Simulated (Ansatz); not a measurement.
Consider a check of PAW against all-electron LAPW of LaH3, space group Fm-3m (the Ansatz DFT code, driven from Python).

`lah3_paw_lapw.py`
```python
'''Checking the PAW result for LaH3 with LAPW.'''

import ansatz
import numpy as np
from tabulate import tabulate


def count_gap(report):
    # lowest empty less highest filled band, counting bands; zero where they overlap
    return max(report.get('gap_by_band_count_ev') or 0.0, 0.0)

lattice = ansatz.Lattice.of(
    (0.0, 2.786479, 2.786479),
    (2.786479, 0.0, 2.786479),
    (2.786479, 2.786479, 0.0),
)
sites = [
    ('La', (0.0, 0.0, 0.0)),
    ('H', (0.5, 0.5, 0.5)),
    ('H', (0.75, 0.75, 0.75)),
    ('H', (0.25, 0.25, 0.25)),
]
system = ansatz.Crystal(lattice=lattice)
for symbol, position in sites:
    system = system.atom(symbol, position)

setup = (
    system.calculation()
    .functional('LDA')
    .kpoints(length=24)
    .occupations(ansatz.OccupationsMethod.FERMI_DIRAC, width=0.1)  # fractional filling near the Fermi level
    .stress()  # positive in compression
    .forces()  # eV per angstrom
    .band_table()
)
variants = {
    'PAW': setup.pseudopotentials('paw'),
    'LAPW': setup.pseudopotentials('all_electron', lapw=True),
}
# totals differ by the cores that each treatment holds, so compare what does not depend on them
rows = []
for label, variant in variants.items():
    summary = variant.run(threads=1, backend='cpu').report
    levels = np.array(summary['eigenvalues_ev'][0]) - summary['fermi_energy_ev']
    print(label, 'levels at the first k-point near E_F:', np.round(levels[np.abs(levels) < 5], 3))
    rows.append((label, summary['n_electrons'], np.trace(summary['stress_gpa']) / 3, count_gap(summary)))
print(tabulate(rows, headers=['treatment', 'electrons in bands', 'P GPa', 'gap by band count eV'], floatfmt='.4f', tablefmt='plain'))
```

How well do the two treatments of the cores agree on the pressure?

PAW gives -4.643 GPa and LAPW -4.609 GPa, 0.033 GPa apart. They took 0.8 and 4.4 s of processor time.

What the script printed:

```console
$ python lah3_paw_lapw.py
DeckWarning: basis.ecutwfc = 420 eV, auto-derived from the records' recommended cutoffs: set by La (normal level)
PAW levels at the first k-point near E_F: [-2.761  0.41   0.41   0.41   0.729  1.27 ]
LAPW levels at the first k-point near E_F: [-2.76   0.409  0.409  0.409  0.727  1.281]
treatment      electrons in bands    P GPa    gap by band count eV
PAW                       14.0000  -4.6427                  0.0000
LAPW                      32.0000  -4.6093                  0.0000
```
(Warnings from the package without file and line.)

Reading the output:
- The computed bands are complete only to about 1.2 eV above the Fermi level.
- For a metal this k-point mesh is coarse: on a finer one energies can move by several to tens of meV an atom and pressures by half a GPa or more, differences at one mesh by less.
- A gap by band count of zero or less means overlapping bands, a metal.
- This cell is a computed structure, which may not be the phase found in nature.
- Gaps and levels are Kohn-Sham values on a finite set of k-points, without spin-orbit coupling.
- Pressure is positive in compression; the treatments may keep other shells as core, so totals and counts of electrons can differ.
- The whole script took 6 s on 1 thread of Arm Neoverse V1 (shared host), peak memory 0.41 GiB.
